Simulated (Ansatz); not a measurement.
# BFH2OSi: basis-set convergence

The task here is to estimate one member of a computed series from the others.

The runs use Ansatz 0.2.0, Gaussian basis; one geometry, several basis sets.

Plan: PBE0-D4/def2-SVP; ωB97M-V/def2-SVP; PBE0-D4/def2-QZVPP; ωB97M-V/def2-QZVPP; the functionals' def2-TZVPP values are taken from earlier runs.

### The relaxed structure

All runs share one geometry, relaxed beforehand with PBE0-D4 in a triple-zeta def2 set.

6 atoms, charge 0, spin multiplicity 1.

Atoms are counted from 1 here; the program's logs count them from 0.

Bond lengths: F1–Si2 1.591 Å, Si2–B3 1.884 Å, Si2–O4 1.720 Å, Si2–H5 1.475 Å, B3–O4 1.354 Å, B3–H6 1.189 Å. Angles: F1–Si2–B3 123.0°, F1–Si2–O4 112.5°, F1–Si2–H5 106.3°, B3–Si2–O4 43.8°, B3–Si2–H5 130.0°, O4–Si2–H5 111.9°, Si2–B3–O4 61.6°, Si2–B3–H6 167.6°, O4–B3–H6 130.7°, Si2–O4–B3 74.6°.

As a file:

```
F    -1.75450   -0.55720   -0.92173
Si   -0.38817    0.19766   -0.61230
B     0.46790    0.12557    1.06456
O     0.77029   -0.82186    0.14629
H     0.09822    0.71832   -1.90374
H     0.84825    0.27342    2.18082
```

The first run:

The input, in.yaml:

```yaml
crystal:
  periodic: [false, false, false]
  atoms:
    - {symbol: F, position_ang: [-1.754496, -0.557205, -0.921735]}
    - {symbol: Si, position_ang: [-0.388169, 0.197663, -0.612296]}
    - {symbol: B, position_ang: [0.467902, 0.125566, 1.064561]}
    - {symbol: O, position_ang: [0.770293, -0.821865, 0.146293]}
    - {symbol: H, position_ang: [0.098223, 0.718322, -1.903740]}
    - {symbol: H, position_ang: [0.848246, 0.273418, 2.180818]}
basis:
  gaussian: {orbitals: def2-SVP}
hamiltonian: {xc: pbe0, dispersion: d4}
output: {orbitals: {seedname: orbitals}}
```

Started as:

```sh
$ ansatz run in.yaml --threads 2 --pin off --events-out ev --progress --plain --max-ram 4352MiB
```

Among the steps run: PBE0-D4 in def2-SVP; ωB97M-V in def2-SVP; PBE0-D4 in def2-QZVPP; ωB97M-V in def2-QZVPP.

One of the session's tables, all rows but one given; the rest of the session is left out.

It belongs to the step «Functionals by basis». 

| functional | basis | HOMO (eV) |
| --- | --- | --- |
| PBE0-D4 | def2-SVP | -7.34 |
| PBE0-D4 | def2-TZVPP | -7.37 |
| PBE0-D4 | def2-QZVPP | -7.39 |
| ωB97M-V | def2-SVP | ? |
| ωB97M-V | def2-TZVPP | -9.51 |
| ωB97M-V | def2-QZVPP | -9.53 |

Estimate the missing values for ωB97M-V, def2-SVP.

The run gave: HOMO (eV): -9.45. In the column «HOMO (eV)» it lies between ωB97M-V, def2-TZVPP (-9.51) and PBE0-D4, def2-QZVPP (-7.39).
